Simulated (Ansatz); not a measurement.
# C3H7NOSi: a ladder of functionals and wavefunction methods

One table from this session's results is given with a row withheld; the runs are named, their logs left out.

Computed with Ansatz 0.2.0, Gaussian basis. Level: functionals in def2-TZVPP, the program's frozen cores in correlated methods.

Plan: PBE-D4, r2SCAN-D4, PBE0-D4, B3LYP-D4, ωB97X-V, ωB97M-V, B2PLYP; CCSD(T)/def2-TZVPP; MP2/def2-QZVPP; extrapolation to the limit.

### The geometry

The geometry comes from an earlier relaxation with PBE0-D4 in a triple-zeta def2 set; it is a stationary point, not always the lowest conformer.

SMILES `C=CN([SiH3])C=O`, 13 atoms, charge 0, spin multiplicity 1.

Atoms are counted from 1 here; the program's logs count them from 0.

Bond lengths: C1–C2 1.329 Å, C1–H7 1.081 Å, C1–H8 1.085 Å, C2–N3 1.400 Å, C2–H9 1.083 Å, N3–Si4 1.761 Å, N3–C5 1.382 Å, Si4–H10 1.480 Å, Si4–H11 1.482 Å, Si4–H12 1.482 Å, C5–O6 1.203 Å, C5–H13 1.103 Å. Angles: C2–C1–H7 119.6°, C2–C1–H8 123.5°, H7–C1–H8 116.9°, C1–C2–N3 125.0°, C1–C2–H9 122.0°, N3–C2–H9 113.0°, C2–N3–Si4 121.1°, C2–N3–C5 117.6°, Si4–N3–C5 121.3°, N3–Si4–H10 105.6°, N3–Si4–H11 109.8°, N3–Si4–H12 109.8°, H10–Si4–H11 111.0°, H10–Si4–H12 111.0°, H11–Si4–H12 109.6°, N3–C5–O6 125.2°, N3–C5–H13 112.3°, O6–C5–H13 122.5°.

Set-up of the first run:

The input, in.yaml:

```yaml
crystal:
  periodic: [false, false, false]
  atoms:
    - {symbol: C, position_ang: [-0.117204, -1.925845, -0.533916]}
    - {symbol: C, position_ang: [-0.515044, -1.036162, 0.369263]}
    - {symbol: N, position_ang: [-0.169590, 0.320584, 0.367641]}
    - {symbol: Si, position_ang: [0.867241, 0.995020, -0.886473]}
    - {symbol: C, position_ang: [-0.671109, 1.110102, 1.385507]}
    - {symbol: O, position_ang: [-1.382737, 0.723679, 2.275461]}
    - {symbol: H, position_ang: [-0.438295, -2.954528, -0.447167]}
    - {symbol: H, position_ang: [0.524538, -1.681592, -1.373492]}
    - {symbol: H, position_ang: [-1.156865, -1.308002, 1.198785]}
    - {symbol: H, position_ang: [1.003769, 2.432614, -0.560093]}
    - {symbol: H, position_ang: [2.185890, 0.318738, -0.866203]}
    - {symbol: H, position_ang: [0.235233, 0.809950, -2.214190]}
    - {symbol: H, position_ang: [-0.345529, 2.160641, 1.299777]}
basis:
  gaussian: {orbitals: def2-TZVPP}
hamiltonian: {xc: pbe, dispersion: d4}
output: {forces: true, orbitals: {seedname: orbitals}}
```

The run is started by

```
$ ansatz run in.yaml --threads 4 --pin off --events-out ev --progress --plain --max-ram 10444MiB
```

Steps of the session up to this table: PBE-D4 (GGA); r2SCAN-D4 (meta-GGA); PBE0-D4 (hybrid); B3LYP-D4 (hybrid); ωB97X-V (range-separated); ωB97M-V (range-separated); B2PLYP (double hybrid); CCSD(T) in def2-TZVPP; MP2 in def2-QZVPP.

One of the session's tables, all rows but one given; the rest of the session is left out.

```
            method  atomisation energy (kJ/mol)
            PBE-D4                       5290.4
         r2SCAN-D4                       5159.4
           PBE0-D4                       5167.3
          B3LYP-D4                            ?
           ωB97X-V                       5164.5
           ωB97M-V                       5163.4
            B2PLYP                       5101.5
     HF/def2-TZVPP                       3654.9
    MP2/def2-TZVPP                       5095.5
   CCSD/def2-TZVPP                       4906.6
CCSD(T)/def2-TZVPP                       4997.9
           MP2/CBS                       5235.7
       CCSD(T)/CBS                       5138.2
```

Estimate the missing values for B3LYP-D4.

As computed: atomisation energy (kJ/mol): 5164.4. In the column «atomisation energy (kJ/mol)» it lies between ωB97M-V (5163.4) and ωB97X-V (5164.5).
